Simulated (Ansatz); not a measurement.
# CH5FGeS: the cost of one run

Program: the Python package of Ansatz 0.2.0. Level of theory: PBE0/def2-SVPD. These are calculated values, not measurements.

## 1. Starting point

Bond lengths: C1–S2 1.819 Å, S2–Ge3 2.209 Å, Ge3–F4 1.713 Å, C1–H5 1.127 Å, C1–H6 1.183 Å, C1–H7 1.088 Å, Ge3–H8 1.622 Å, Ge3–H9 1.492 Å. Angles: C1–S2–Ge3 91.9°, S2–C1–H5 110.3°, S2–C1–H6 106.6°, S2–C1–H7 113.3°, H5–C1–H6 105.0°, H5–C1–H7 113.3°, H6–C1–H7 107.7°, S2–Ge3–F4 111.8°, S2–Ge3–H8 108.8°, S2–Ge3–H9 110.6°, F4–Ge3–H8 106.8°, F4–Ge3–H9 111.1°, H8–Ge3–H9 107.5°.

The script holds or builds the structure itself.

## 2. Script

File run_tae.py:

```python
from collections import Counter

import ansatz as az


def total_energy(molecule, charge=0, unpaired=0):
    calc = (
        molecule.calculation()
        .basis(gaussian='def2-SVPD')
        .functional('PBE0')
    )
    if charge:
        calc = calc.charge(charge)
    if unpaired:
        calc = calc.spin('collinear', total=unpaired)
    report = calc.run().report
    if report['published_state_doubts']:
        print('  doubts:', report['published_state_doubts'])
    return report['free_energy_ev']

GEOMETRY = '''
C    -0.04000    1.43270   -0.31300
S    -1.16120    0.44240    0.72170
Ge   -0.01690   -1.40460    0.32450
F    -0.63210   -2.73720    1.20750
H    -0.09880    1.09560   -1.38720
H    -0.46880    2.53550   -0.31500
H     0.97720    1.47320    0.07020
H     1.51390   -1.18540    0.81270
H     0.01510   -1.69840   -1.13840
'''

mol = az.Crystal.molecule()
for line in GEOMETRY.strip().splitlines():
    symbol, *xyz = line.split()
    mol = mol.atom(symbol, [float(v) for v in xyz])

unpaired = {'C': 2, 'S': 2, 'Ge': 2, 'F': 1, 'H': 1}
counts = Counter(site.symbol for site in mol.cartesian_sites)
atom_energy = {s: total_energy(az.Crystal.molecule().atom(s, (0, 0, 0)), 0, unpaired[s]) for s in counts}
whole = total_energy(mol, 0, 0)
for s, e in atom_energy.items():
    print(f'{s:2s} x{counts[s]}  {e:14.5f} eV')
print(f'CH5FGeS: {whole:.5f} eV')
split = sum(counts[s] * e for s, e in atom_energy.items()) - whole
print(f'atomisation energy (no zero-point term): {96.485332 * split:.1f} kJ/mol, {split / sum(counts.values()):.3f} eV an atom')
```

## 3. The calls as engine input

The package turns the script's settings into the engine's input (first run):

```yaml
crystal:
  periodic: [false, false, false]
  atoms:
    - { symbol: C, position_ang: [0.0, 0.0, 0.0] }
basis:
  gaussian:
    orbitals: def2-SVPD
hamiltonian:
  xc: pbe0
magnetization:
  spin_polarized: true
  initial_magnetization: 2.0
```

## 4. The run

Started as:

```
$ python run_tae.py
```

What time and memory should one allow on 1 thread of Arm Neoverse V1, shared host?

About 7.5 s, with a peak of 0.38 GiB.
